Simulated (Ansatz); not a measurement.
# Ti3S2 (R32) in Ansatz: a series of runs

The runs below take Ti3S2 through relaxation of cell and atoms, with PBEsol.

Program: Ansatz 0.2.0. These are calculated values, not measurements. Logs are shortened: lines on timing, memory, paths and dates and some standing lists are left out, and cuts for length are marked.

### 1 The structure

It takes space group R32 (No. 155, trigonal). Conventional cell: a = 5.426 Å, b = 5.426 Å, c = 9.713 Å, α = 90.00°, β = 90.00°, γ = 120.00°. Ti (site symmetry 2) is surrounded by 4 S at 2.42 to 2.44 Å. Around S (site symmetry 3) lie 6 Ti at 2.42 to 2.44 Å.

The cell comes from a database or a generator and needn't be the stable form of this composition.

### 2 Relaxation of cell and atoms, PBEsol

Input file input.yaml:

```yaml
crystal:
  lattice:
    - [2.7131139241, 1.5664170544, 3.2376184047]
    - [-2.7131139241, 1.5664170544, 3.2376184047]
    - [0.0, -3.1328341088, 3.2376184047]
  atoms:
    - { symbol: Ti, position: [0.0, 0.335655, 0.664345] }
    - { symbol: Ti, position: [0.664345, 0.0, 0.335655] }
    - { symbol: Ti, position: [0.335655, 0.664345, 0.0] }
    - { symbol: S, position: [0.167839, 0.167839, 0.167839] }
    - { symbol: S, position: [0.832161, 0.832161, 0.832161] }
hamiltonian:
  xc: pbesol
  pseudopotentials: { kind: paw }
kpoints:
  mp_grid: { grid: [6, 6, 6] }
scf:
  occupations: { method: fermi_dirac, width: 0.05 }
output:
  forces: true
  stress: true
  eigenvalues: true
relax:
  f_tol: 0.01
  max_steps: 40
  cell: { stress_tol: 0.05 }
```

Potentials or basis: Ansatz PAW.

On the command line:

```bash
> ansatz run input.yaml --threads 2 --pin off --max-ram 5632MiB --backend cpu --events-out ev --progress --plain --runs-dir out
```

The program printed:

```text
Warning: RAYON_NUM_THREADS=2 ignored (pool sized by the plan → 2); use --threads N
Engine: ansatz 0.2.0, aarch64-unknown-linux-gnu
Pseudopotentials: kind: paw
Pseudopotential: Ti, paw, valence charge 12, recommended cutoff 420 eV (normal), Ti.paw.azcp
Pseudopotential: S, paw, valence charge 6, recommended cutoff 420 eV (normal), S.paw.azcp
Functional definition: PBEsol
  exchange = pbesol_x
  correlation = pbesol_c
Crystal: 5 atoms, lattice volume = 82.557 Å³
Basis set: ecut = 420 eV, 1613 PW (Γ), exchange–correlation on 64×64×64 points (8 copies of the dense FFT grid, shifted against one another)
Bands: 29, of which v1, the nominal top of the filled ones, is band 24 counted from 1 (23 counted from 0)
Symmetry: 6 space group operations
Space group: R32 (ITA 155), of the structure as read, at distance tolerance 4.4e-5 Å
k-points: 32 of 216 (time reversal used)
Non-local potential: Ti, projectors of the file, l = 0: 3, l = 1: 2, l = 2: 3, l = 3: 1
Non-local potential: S, projectors of the file, l = 0: 2, l = 1: 2, l = 2: 2
PAW form: soft (Blöchl's): semilocal exchange-correlation on the pseudo side does not see the compensation charge
PAW frozen core: Ti, regenerated for the run's functional, and the local potential with it (the file was generated under x = pbe(κ = 0.804, μ = 0.2195149727645171), c = pbe(β = 0.06672455060314922))
PAW frozen core: S, regenerated for the run's functional, and the local potential with it (the file was generated under x = pbe(κ = 0.804, μ = 0.2195149727645171), c = pbe(β = 0.06672455060314922))
PAW one-centre angular grid: Ti, 590 points (default); XC on 64 Gauss nodes
PAW one-centre angular grid: S, 110 points (default); XC on 64 Gauss nodes
Initial density: superposition of atomic densities (neutral atoms: chi_scale 0, normalization atom), corrected by the library's trained network
Initial wavefunctions: pseudopotential atomic-orbital guess
Functional: x = pbesol(κ = 0.804, μ = 0.12345679012345678), c = pbesol(β = 0.046)
SCF iter   1: F=—  HF=-9196.821377 eV  |F-HF|=—  |Δ(HF+E_count)|=         —  Δρ=1.02e-2  dr2=7.17e-2  ethr=1.77e-3  ⟨swp⟩=5.4  Hψ=3895  notcnv=0
preconditioner: auto → Kerker (q_TF=auto, 2.493 Å⁻¹)  [metal: Δε(μ)=0.069 eV  Ē_g=6.248 eV  σ=0.050 eV  W_gap=0.33  n_scr=20 (ndim 8)  ℏωp=20.0 eV  f_vac=0.000  D(μ)=1.98/eV (n_scr^D=14)]
SCF iter   2: F=—  HF=-9196.806266 eV  |F-HF|=—  |Δ(HF+E_count)|=   1.51e-2  Δρ=4.41e-3  dr2=1.33e-2  ethr=1.49e-4  ⟨swp⟩=2.0  Hψ=1465  notcnv=0
SCF iter   3: F=—  HF=-9196.804652 eV  |F-HF|=—  |Δ(HF+E_count)|=   1.61e-3  Δρ=1.53e-3  dr2=1.97e-3  ethr=2.77e-5  ⟨swp⟩=2.0  Hψ=1062  notcnv=0
SCF iter   4: F=—  HF=-9196.804425 eV  |F-HF|=—  |Δ(HF+E_count)|=   2.27e-4  Δρ=2.67e-4  dr2=6.19e-5  ethr=4.11e-6  ⟨swp⟩=2.0  Hψ=1240  notcnv=0
SCF iter   5: F=—  HF=-9196.804412 eV  |F-HF|=—  |Δ(HF+E_count)|=   1.34e-5  Δρ=5.89e-5  dr2=2.84e-6  ethr=1.29e-7  ⟨swp⟩=2.0  Hψ=1243  notcnv=0
SCF iter   6: F=—  HF=-9196.804412 eV  |F-HF|=—  |Δ(HF+E_count)|=   6.28e-8  Δρ=1.56e-5  dr2=2.82e-7  ethr=5.91e-9  ⟨swp⟩=3.0  Hψ=1691  notcnv=0
SCF iter   7: F=-9196.804412 eV  HF=-9196.804412 eV  |F-HF|=2.17e-8  |Δ(HF+E_count)|=   4.09e-8  Δρ=4.78e-6  dr2=3.37e-8  ethr=2.08e-10  ⟨swp⟩=5.5  Hψ=3466  notcnv=0
SCF 1 converged in 7 iterations: F = -9196.804412 eV  dr2 = 3.37e-8
relax step   1: F+E_penalty+E_count = -9196.80441169 eV  Δ(F+E_penalty+E_count) = +0.000e0 eV  max|allowed force component| = 4.412e-2 eV/Å  Δτ_max = 0.0000 Å  P = -4.469 GPa  Ω = 82.557 Å³  (7 SCF iters, dr2 threshold 1.00e-7 eV, accepted)
Crystal: 5 atoms, lattice volume = 79.432 Å³
Basis set: ecut = 420 eV, 1559 PW (Γ), exchange–correlation on 64×64×64 points (8 copies of the dense FFT grid, shifted against one another)
Initial density: handed on by an earlier stage of this run
Initial wavefunctions: those handed on with the density
iter 1 solved again at ethr=2.04e-5 eV; its pass at ethr=3.10e-3 eV (dr2=9.77e-3 eV) is discarded
SCF iter   1: F=—  HF=-9196.844477 eV  |F-HF|=—  |Δ(HF+E_count)|=         —  Δρ=2.82e-3  dr2=9.82e-3  ethr=2.04e-5  ⟨swp⟩=1.0  Hψ=5600  notcnv=0
preconditioner: auto → Kerker (q_TF=auto, 2.509 Å⁻¹)  [metal: Δε(μ)=0.030 eV  Ē_g=6.289 eV  σ=0.050 eV  W_gap=0.15  n_scr=20 (ndim 8)  ℏωp=20.4 eV  f_vac=0.000  D(μ)=1.96/eV (n_scr^D=14)]
SCF iter   2: F=—  HF=-9196.842644 eV  |F-HF|=—  |Δ(HF+E_count)|=   1.83e-3  Δρ=1.68e-3  dr2=3.92e-3  ethr=2.04e-5  ⟨swp⟩=1.0  Hψ=928  notcnv=0
SCF iter   3: F=—  HF=-9196.841388 eV  |F-HF|=—  |Δ(HF+E_count)|=   1.26e-3  Δρ=3.14e-4  dr2=8.86e-5  ethr=8.17e-6  ⟨swp⟩=2.0  Hψ=1314  notcnv=0
SCF iter   4: F=—  HF=-9196.841361 eV  |F-HF|=—  |Δ(HF+E_count)|=   2.66e-5  Δρ=8.33e-5  dr2=6.07e-6  ethr=1.85e-7  ⟨swp⟩=3.0  Hψ=1737  notcnv=0
SCF iter   5: F=—  HF=-9196.841360 eV  |F-HF|=—  |Δ(HF+E_count)|=   1.20e-6  Δρ=2.93e-5  dr2=7.46e-7  ethr=1.26e-8  ⟨swp⟩=2.0  Hψ=1600  notcnv=0
SCF iter   6: F=-9196.841360 eV  HF=-9196.841360 eV  |F-HF|=3.47e-8  |Δ(HF+E_count)|=   9.66e-8  Δρ=8.32e-6  dr2=7.99e-8  ethr=1.04e-9  ⟨swp⟩=5.9  Hψ=3753  notcnv=0
[... 46 lines left out ...]
iter 4 did not close the SCF: its close was put off for the readings that it lacked (scf_convergence_deferred on its scf_iter line)
SCF iter   4: F=-9196.844831 eV  HF=-9196.844831 eV  |F-HF|=1.09e-11  |Δ(HF+E_count)|=  9.46e-11  Δρ=1.92e-7  dr2=2.60e-11  ethr=1.03e-12  ⟨swp⟩=3.0  Hψ=1784  notcnv=0
iter 5 did not close the SCF: its close was put off for the readings that it lacked (scf_convergence_deferred on its scf_iter line)
SCF iter   5: F=-9196.844831 eV  HF=-9196.844831 eV  |F-HF|=1.82e-12  |Δ(HF+E_count)|=  9.09e-12  Δρ=5.75e-8  dr2=4.87e-12  ethr=1.00e-12  ⟨swp⟩=1.0  Hψ=928  notcnv=0
iter 6 did not close the SCF: its close was put off for the readings that it lacked (scf_convergence_deferred on its scf_iter line)
SCF iter   6: F=-9196.844831 eV  HF=-9196.844831 eV  |F-HF|=0.00e0  |Δ(HF+E_count)|=    0.00e0  Δρ=1.98e-8  dr2=6.98e-13  ethr=1.00e-12  ⟨swp⟩=1.0  Hψ=928  notcnv=0
iter 7 did not close the SCF: its close was put off for the readings that it lacked (scf_convergence_deferred on its scf_iter line)
SCF iter   7: F=-9196.844831 eV  HF=-9196.844831 eV  |F-HF|=1.82e-12  |Δ(HF+E_count)|=  1.82e-12  Δρ=5.03e-9  dr2=1.44e-14  ethr=1.00e-12  ⟨swp⟩=1.0  Hψ=928  notcnv=0
SCF iter   8: F=-9196.844831 eV  HF=-9196.844831 eV  |F-HF|=1.82e-12  |Δ(HF+E_count)|=  1.82e-12  Δρ=1.23e-9  dr2=1.35e-15  ethr=1.00e-12  ⟨swp⟩=1.1  Hψ=1990  notcnv=0
SCF 6 converged in 8 iterations: F = -9196.844831 eV  dr2 = 1.35e-15
relax step   6: F+E_penalty+E_count = -9196.84483125 eV  Δ(F+E_penalty+E_count) = +2.253e-4 eV  max|allowed force component| = 1.044e-3 eV/Å  Δτ_max = 0.0000 Å  P = -0.000 GPa  Ω = 79.726 Å³  stress off target by 4.19e-3 GPa  SCF on the basis re-selected at this cell (its energy is not comparable with the rows above)  (8 SCF iters)
basis re-selected at this cell: Δ(F+E_penalty+E_count) = +2.253e-4 eV, ΔP = +0.000 GPa vs the last step (what re-selecting the basis moved, of the pressure what is left beyond the Pulay correction that the steps carried, after the strain that the cell walked since its last selection, with what the two solves' SCF thresholds leave and, on support functions, any second-order correction that the steps lacked; it is no measure of the basis error at this ecutwfc). The dense FFT grid was sized anew with the basis: this SCF ran on 30×30×30 points, the steps before it on 32×32×32, so part of this shift can come from that change (see relax.cell in the input reference). This SCF's stress stands 4.19e-3 GPa from its target on what of the cell is left free (relax.cell.stress_tol is 5.00e-2 GPa) and its largest allowed force component is 1.04e-3 eV/Å (relax.f_tol is 1.00e-2 eV/Å): within both
SCF converged after 8 iterations
Free energy (F): -9196.844831 eV
Harris-Foulkes:  -9196.844831 eV  (|F-HF|=1.82e-12)
Internal energy: -9196.826551 eV  (E = F + TS)
E sigma→0 (E₀):  -9196.835691 eV
Entropy (-TS):   -0.018280 eV (-3.656 meV/atom)
Fermi energy:    12.680139 eV
--- Per-component energies (eV) ---
  E_band       = -450.639668
  E_kinetic    = 1043.184554
  E_local      = -2890.279980  (includes V_loc(G=0)·N_el)
  E_nonlocal   = 85.358879
  E_hartree    = 1190.308209
  E_xc         = -487.732922
  E_vxc        = -546.556302  (∫ρ·V_xc dr)
  E_paw        = -4237.087710  (= ΣΔE_a)
  E_vpaw       = -522.963603  (= ΣTr[D̂ρ^β])
  E_aug_tail   = 0.000365  (compensation charges beyond the density's cutoff)
  E_ewald      = -3901.119998
  E_core_change = 0.542052  (= ΣΔE_core)
  E_smearing   = -0.018280  (= −TS)
  E_closure    = -0.000000  (closes the sum)
  Σ components = -9196.844831   (vs F -9196.844831, Δ=0.00e0)
--- Forces (eV/Å), atoms counted from 1 ---
  atom   1  Ti     0.00052220    -0.00090448    -0.00000000
  atom   2  Ti     0.00052220     0.00090448    -0.00000000
  atom   3  Ti    -0.00104440    -0.00000000    -0.00000000
  atom   4  S      0.00000000    -0.00000000    -0.00054994
  atom   5  S      0.00000000    -0.00000000     0.00054994
  max |Σ_I F_I| component: 4.71e-16 eV/Å
--- Stress (GPa, compression-positive) ---
       -0.002782       0.000000       0.000000
        0.000000      -0.002782      -0.000000
        0.000000      -0.000000       0.004194
  P = ⅓ Tr σ = -0.0005 GPa (-0.005 kbar)
--- Band table (eV; the first three rows and the last of 32) ---
  k-point 0: bands = ["-43.9670", "-43.9083", "-43.9083", "-20.4454", "-20.4454", "-20.4050", "-20.3909", "-20.3684", "-20.3684", "-20.3596", "-20.1666", "-20.1666", "-2.7586", "-0.7359", "6.5668", "6.5668", "6.9268", "8.4805", "8.7474", "8.7474", "10.4896", "11.1902", "12.6690", "12.6690", "13.2812", "13.2812", "14.5540", "14.5540", "14.7259"]
  k-point 1: bands = ["-43.9627", "-43.9129", "-43.9078", "-20.4710", "-20.4344", "-20.4250", "-20.4153", "-20.3723", "-20.3272", "-20.3090", "-20.1954", "-20.1728", "-2.6190", "-0.8307", "6.4700", "6.7007", "6.9482", "8.2045", "8.5630", "8.8867", "10.7587", "11.4633", "12.4902", "12.5897", "13.0201", "13.4657", "14.0556", "14.4470", "15.0259"]
  k-point 2: bands = ["-43.9514", "-43.9227", "-43.9091", "-20.4909", "-20.4601", "-20.4199", "-20.4000", "-20.3768", "-20.2881", "-20.2631", "-20.2450", "-20.1907", "-2.2632", "-1.0974", "6.5738", "6.6014", "6.9710", "7.8736", "8.3150", "9.1724", "11.2449", "11.8029", "12.2879", "12.3294", "12.6442", "13.6273", "13.8191", "14.1704", "14.8575"]
  k-point 31: bands = ["-43.9510", "-43.9155", "-43.9155", "-20.5857", "-20.4310", "-20.3822", "-20.3822", "-20.3797", "-20.3595", "-20.3595", "-20.1514", "-20.1514", "-1.5530", "-0.8623", "5.2371", "6.5164", "6.5164", "7.9779", "8.5195", "8.5195", "11.8246", "12.4898", "12.4898", "12.6355", "12.9954", "12.9954", "13.5444", "13.5444", "14.7067"]
--- Relaxed structure (5 steps of the walk, 5 accepted, 1 SCFs on fresh bases) ---
  F+E_penalty+E_count = -9196.84483125 eV   max|allowed force component| = 1.044e-3 eV/Å   (the final SCF, on the basis selected at the relaxed cell)
  cell:  # Å, volume = 79.7256 Å³
    - [2.6818084923943246, 1.5483428549988876, 3.200013309237632]
    - [-2.6818084923943246, 1.5483428549988876, 3.200013309237632]
    - [-5.548343586128952e-18, -3.096685709997775, 3.200013309237632]
  atoms:
    - { symbol: Ti, position: [0.0, 0.336388320850347, 0.6636116791496531] }
    - { symbol: Ti, position: [0.6636116791496531, 5.551115123125783e-17, 0.336388320850347] }
    - { symbol: Ti, position: [0.33638832085034703, 0.6636116791496531, 0.0] }
    - { symbol: S, position: [0.1676345933131643, 0.1676345933131643, 0.1676345933131643] }
    - { symbol: S, position: [0.8323654066868359, 0.8323654066868359, 0.8323654066868359] }
```

It took 25 s on 2 threads of Arm Neoverse V2, shared host; peak memory 0.36 GiB.

What came out:

```
Free energy                            : -9196.8448 eV
Relaxed volume                         : 15.95 Å³/atom
Relaxed cell                           : a = 4.453 Å, b = 4.453 Å, c = 4.453 Å, α = 74.06°, β = 74.06°, γ = 74.06°
Space group after relaxing (to 0.05 Å) : R32 (No. 155)
Energy gained by relaxing              : 8.1 meV/atom
Ionic steps                            : 6
Pressure after relaxing                : 0.0 GPa
Band gap on the k mesh                 : none (metal or under the smearing width)
```

The path:
| step | energy change (eV) | largest force (eV/Å) | volume (Å³) |
| --- | --- | --- | --- |
| 1 | 0.0000 | 0.0441 | 82.56 |
| 2 | -0.0369 | 0.0819 | 79.43 |
| 3 | -0.0402 | 0.0218 | 79.76 |
| 4 | -0.0406 | 0.0095 | 79.73 |
| 5 | -0.0406 | 0.0011 | 79.73 |
| 6 | -0.0404 | 0.0010 | 79.73 |

Final structure:
```
Ti S
1.0
     2.68181    1.54834    3.20001
    -2.68181    1.54834    3.20001
     0.00000   -3.09669    3.20001
Ti S
3 2
Direct
  0.00000 0.33639 0.66361
  0.66361 0.00000 0.33639
  0.33639 0.66361 0.00000
  0.16763 0.16763 0.16763
  0.83237 0.83237 0.83237
```

Caveat: the plane-wave basis is chosen anew once the cell has moved, so the energies of steps on either side of that aren't comparable; the PAW data sets come from PBE, with cores solved anew for the run's functional, which leaves a small shift of forces and pressure.

### 3 Relaxation of cell and atoms, PBEsol, target pressure 2 GPa, at which the enthalpy is minimised

input.yaml: that of step 2 with these lines changed.

```diff
@@ -25,2 +25,2 @@
   max_steps: 40
-  cell: { stress_tol: 0.05 }
+  cell: { stress_tol: 0.05, p_target: 2.0 }
```

Potentials or basis: Ansatz PAW.

On the command line:

```bash
> ansatz run input.yaml --threads 2 --pin off --max-ram 5632MiB --backend cpu --events-out ev --progress --plain --runs-dir out
```

Run time: 25 s. Hardware: 2 threads of Arm Neoverse V2, shared host; peak memory 0.37 GiB.

Results (log left out):

| Quantity | Value |
| --- | --- |
| Free energy | -9196.8376 eV |
| Relaxed volume | 15.71 Å³/atom |
| Relaxed cell | a = 4.434 Å, b = 4.434 Å, c = 4.434 Å, α = 73.91°, β = 73.91°, γ = 73.91° |
| Space group after relaxing (to 0.05 Å) | R32 (No. 155) |
| Energy change on relaxing (the enthalpy is what falls) | -6.6 meV/atom |
| Ionic steps | 6 |
| Pressure after relaxing | 2.0 GPa |
| Largest force after relaxing | 0.004 eV/Å |
| Band gap on the k mesh | none (metal or under the smearing width) |

Forces in eV/Å, atoms in the order of the input:
```
Ti   0.002 -0.004  0.000
Ti   0.002  0.004  0.000
Ti  -0.004  0.000  0.000
S    0.000  0.000  0.004
S    0.000  0.000 -0.004
```

Step by step:
```csv
step,energy change (eV),largest force (eV/Å),volume (Å³)
1,0.0000,0.0441,82.56
2,-0.0162,0.1320,77.90
3,-0.0340,0.0249,78.64
4,-0.0320,0.0260,78.44
5,-0.0335,0.0043,78.54
6,-0.0331,0.0043,78.54
```

Final structure:
```
Ti S
1.0
     2.66553    1.53895    3.19122
    -2.66553    1.53895    3.19122
     0.00000   -3.07789    3.19122
Ti S
3 2
Direct
  0.00000 0.33747 0.66253
  0.66253 0.00000 0.33747
  0.33747 0.66253 0.00000
  0.16706 0.16706 0.16706
  0.83294 0.83294 0.83294
```

Levels at points of the mesh, in eV from the Fermi level:
```csv
k point,band 20,band 21,band 22,band 23,band 24,band 25,band 26,band 27,band 28,band 29
"(0.00, 0.00, 0.00)",-3.93,-2.22,-1.53,-0.01,-0.01,0.61,0.61,1.91,1.91,2.06
"(0.00, 0.00, -0.50)",-3.27,-0.97,-0.95,-0.74,-0.46,-0.13,0.86,1.39,1.46,1.98
"(0.00, -0.50, -0.50)",-3.37,-1.57,-1.11,-0.72,-0.22,0.09,0.72,1.45,1.64,1.66
"(-0.50, -0.50, -0.50)",-4.18,-0.87,-0.20,-0.20,-0.07,0.32,0.32,0.89,0.89,2.07
```

Caveat: the plane-wave basis is chosen anew once the cell has moved, so the energies of steps on either side of that aren't comparable; the PAW data sets come from PBE, with cores solved anew for the run's functional, which leaves a small shift of forces and pressure.

### 4 Relaxation of cell and atoms, PBEsol, target pressure 5 GPa, at which the enthalpy is minimised

input.yaml: that of step 3 with these lines changed.

```diff
@@ -25,2 +25,2 @@
   max_steps: 40
-  cell: { stress_tol: 0.05, p_target: 2.0 }
+  cell: { stress_tol: 0.05, p_target: 5.0 }
```

On the command line:

```bash
> ansatz run input.yaml --threads 2 --pin off --max-ram 5632MiB --backend cpu --events-out ev --progress --plain --runs-dir out
```

Run time: 24 s. Hardware: 2 threads of Arm Neoverse V2, shared host; peak memory 0.37 GiB.

It converged, with:

- Free energy: -9196.8024 eV
- Relaxed volume: 15.38 Å³/atom
- Relaxed cell: a = 4.407 Å, b = 4.407 Å, c = 4.407 Å, α = 73.67°, β = 73.67°, γ = 73.67°
- Space group after relaxing (to 0.05 Å): R32 (No. 155)
- Energy change on relaxing (the enthalpy is what falls): +0.4 meV/atom
- Ionic steps: 6
- Pressure after relaxing: 5.0 GPa
- Band gap on the k mesh: none (metal or under the smearing width)

Forces in eV/Å, atoms in the order of the input:
```
Ti   0.001 -0.002  0.000
Ti   0.001  0.002  0.000
Ti  -0.002  0.000  0.000
S    0.000  0.000 -0.002
S    0.000  0.000  0.002
```

Step by step:
| step | energy change (eV) | largest force (eV/Å) | volume (Å³) |
| --- | --- | --- | --- |
| 1 | 0.0000 | 0.0441 | 82.56 |
| 2 | 0.0682 | 0.2145 | 75.63 |
| 3 | -0.0046 | 0.0329 | 77.17 |
| 4 | 0.0046 | 0.0417 | 76.83 |
| 5 | 0.0015 | 0.0022 | 76.92 |
| 6 | 0.0020 | 0.0022 | 76.92 |

Final structure:
```yaml
crystal:
  lattice:
    - [2.64222, 1.52549, 3.18074]
    - [-2.64222, 1.52549, 3.18074]
    - [0.00000, -3.05098, 3.18074]
  atoms:
    - { symbol: Ti, position: [0.00000, 0.33875, 0.66125] }
    - { symbol: Ti, position: [0.66125, 0.00000, 0.33875] }
    - { symbol: Ti, position: [0.33875, 0.66125, 0.00000] }
    - { symbol: S, position: [0.16642, 0.16642, 0.16642] }
    - { symbol: S, position: [0.83358, 0.83358, 0.83358] }
```

Levels at points of the mesh, in eV from the Fermi level:
```tsv
k point	band 20	band 21	band 22	band 23	band 24	band 25	band 26	band 27	band 28	band 29
(0.00, 0.00, 0.00)	-3.93	-2.27	-1.58	-0.02	-0.02	0.63	0.63	1.97	1.97	2.08
(0.00, 0.00, -0.50)	-3.26	-1.00	-0.98	-0.77	-0.47	-0.12	0.86	1.43	1.49	2.04
(0.00, -0.50, -0.50)	-3.35	-1.61	-1.13	-0.74	-0.23	0.06	0.75	1.47	1.69	1.72
(-0.50, -0.50, -0.50)	-4.20	-0.89	-0.21	-0.21	-0.10	0.34	0.34	0.92	0.92	2.12
```

Caveat: the plane-wave basis is chosen anew once the cell has moved, so the energies of steps on either side of that aren't comparable; the PAW data sets come from PBE, with cores solved anew for the run's functional, which leaves a small shift of forces and pressure.

### 5 Summary

| cell | target pressure (GPa) | gap on the mesh (eV) | pressure (GPa) |
| --- | --- | --- | --- |
| relaxed | 0 | none | 0.0 |
| relaxed to 2 GPa | 2 | none | 2.0 |
| relaxed to 5 GPa | 5 | none | 5.0 |

Alike in all rows: task relaxation of cell and atoms; level PBEsol; potentials or basis Ansatz PAW; no spin polarisation; k mesh 6 × 6 × 6; cutoff (eV) 420; smearing fermi-dirac 0.05 eV.

Caveats: the plane-wave basis is chosen anew once the cell has moved, so the energies of steps on either side of that aren't comparable; the PAW data sets come from PBE, with cores solved anew for the run's functional, which leaves a small shift of forces and pressure.

Absolute energies hang on the potentials; compare differences alone.
